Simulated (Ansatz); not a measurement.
Working through vertical energies of changing the electron count of AsFH4Si, SMILES F[SiH2][AsH2]

Computed with Ansatz 0.2.0 through its Python package.

The cells in order, each with its output:

**Cell 1**
```python
import ansatz as az
```

**Cell 2**
```python
config = {
    "basis": "def2-SVPD",
    "functional": "CAM-B3LYP",
}
```

**Cell 3**
```python
def single_point(molecule, charge=0, unpaired=0):
    calc = molecule.calculation().basis(gaussian=config["basis"]).functional(config["functional"])
    if charge:
        calc = calc.charge(charge)
    if unpaired:
        calc = calc.spin("collinear", total=unpaired)
    return calc.run().report["free_energy_ev"]
```

**Cell 4**
```python
GEOMETRY = """
F    -2.14310   -0.11320    0.26230
Si   -0.68090   -0.19610   -0.48140
As    0.92260   -0.40570    1.14090
H    -0.57650   -1.36320   -1.36030
H    -0.41350    1.00790   -1.29430
H     0.82750    1.11450    1.55460
H     2.12520   -0.11220    0.13260
"""
```

**Cell 5**
```python
system = az.Crystal.molecule()
for line in GEOMETRY.strip().splitlines():
    symbol, *xyz = line.split()
    system = system.atom(symbol, [float(v) for v in xyz])
```

**Cell 6**
```python
# total-energy differences at one geometry
parent = single_point(system, 0, 0)
cation = single_point(system, 1, 1)
print(f"E(N)   = {parent:.5f} eV")
print(f"E(N-1) = {cation:.5f} eV  (1 unpaired)")
print(f"vertical ionisation energy {cation - parent:.3f} eV")
anion = single_point(system, -1, 1)
print(f"E(N+1) = {anion:.5f} eV  (1 unpaired)")
print(f"vertical electron affinity {parent - anion:.3f} eV" + ("" if anion < parent else " (unbound in this basis)"))
print(f"fundamental gap IP - EA = {cation + anion - 2 * parent:.3f} eV")
```
Output:
```text
E(N)   = -71493.24809 eV
E(N-1) = -71483.34253 eV  (1 unpaired)
vertical ionisation energy 9.906 eV
E(N+1) = -71492.09018 eV  (1 unpaired)
vertical electron affinity -1.158 eV (unbound in this basis)
fundamental gap IP - EA = 11.063 eV
```

At this unrelaxed geometry removing an electron costs 9.91 eV and an added one is unbound in this basis (by 1.16 eV).

Total energies depend on the basis set; only differences at equal settings carry meaning. The geometry is a force-field or estimated start, not a minimum of this method, and the basis set is short of its limit. All parts are taken at fixed geometry, without zero-point energy. At an unrelaxed start these energies can be a whole eV from those at the minimum, and a small affinity can change sign. A negative electron affinity means that the anion is unbound here; its size hangs on the basis and tends to about zero as the basis grows, and so does its part in any gap built on it. It ran for 46 s on 1 thread of AMD EPYC 7R13 Processor (Zen 3) (shared host), peak memory 0.5 GiB.

(Lines on the test bed's own set-up are left out of the output.)
